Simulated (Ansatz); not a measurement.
# Ga(PH3)F3 (F3GaH3P): the relaxed shape and its frontier levels

Aim: characterise Ga(PH3)F3 (F3GaH3P) as a singlet: its structure, frontier levels and distribution of charge.

Program: Ansatz 0.2.0, Gaussian basis. Level of theory: RKS PBE0-D4/def2-TZVP. These are calculated values, not measurements.

Plan: relaxation at PBE0-D4/def2-SVP; a search for the lowest solution at PBE0-D4/def2-SVP; a single point at PBE0-D4/def2-TZVP.

## Step 1: Starting geometry

8 atoms, charge 0, spin multiplicity 1.

Atoms are counted from 1 here; the program's logs count them from 0.

Bond lengths: Ga1–P2 2.504 Å, Ga1–F6 1.742 Å, Ga1–F7 1.742 Å, Ga1–F8 1.743 Å, P2–H3 1.379 Å, P2–H4 1.378 Å, P2–H5 1.379 Å. Angles: P2–Ga1–F6 100.8°, P2–Ga1–F7 100.9°, P2–Ga1–F8 100.2°, F6–Ga1–F7 116.6°, F6–Ga1–F8 116.7°, F7–Ga1–F8 116.7°, Ga1–P2–H3 117.8°, Ga1–P2–H4 117.2°, Ga1–P2–H5 117.4°, H3–P2–H4 100.4°, H3–P2–H5 100.5°, H4–P2–H5 100.4°.

The start is a GFN2-xTB geometry.

## Step 2: Optimising with PBE0-D4/def2-SVP

in.yaml reads:

```yaml
crystal:
  periodic: [false, false, false]
  atoms:
    - {symbol: Ga, position_ang: [-0.003200, 0.011370, -1.369830]}
    - {symbol: P, position_ang: [0.003750, -0.005310, 1.134550]}
    - {symbol: H, position_ang: [0.699760, 0.994570, 1.781630]}
    - {symbol: H, position_ang: [0.528990, -1.117980, 1.756050]}
    - {symbol: H, position_ang: [-1.215760, 0.084090, 1.772280]}
    - {symbol: F, position_ang: [1.707260, -0.006290, -1.700720]}
    - {symbol: F, position_ang: [-0.844650, 1.503420, -1.688340]}
    - {symbol: F, position_ang: [-0.876160, -1.463870, -1.685620]}
basis:
  gaussian: {orbitals: def2-SVP}
hamiltonian: {xc: pbe0, dispersion: d4}
scf: {omitted_lower_state_checks: [starts]}
output: {orbitals: {seedname: orbitals}}
relax: {f_tol: 0.02, max_steps: 100}
```

On the command line:

```sh
$ ansatz run in.yaml --threads 2 --pin off --events-out ev --progress --plain --max-ram 4352MiB
```

Further steps of the session: Searching for the lowest solution, PBE0-D4/def2-SVP; Single point, PBE0-D4/def2-TZVP.

**Question.** What will the summary of the whole plan be? Wanted: point group; commonest bond, hydrogen aside; HOMO, LUMO at PBE0-D4/def2-TZVP; dipole at PBE0-D4/def2-SVP.

The runs gave:

| quantity | value |
| --- | --- |
| point group | C3 |
| commonest bond, hydrogen aside | F–Ga, 3 of mean length 1.753 Å |
| HOMO, LUMO at PBE0-D4/def2-TZVP | -9.78, -0.91 eV |
| dipole at PBE0-D4/def2-SVP | 6.43 D |

What this shows: The molecule keeps its bonding pattern by the stored test; the atoms moved 0.03 Å (rms). No usable vibrations, so a minimum isn't proven. The point group is read from a loosely relaxed geometry; soft torsions can leave it below the true symmetry.
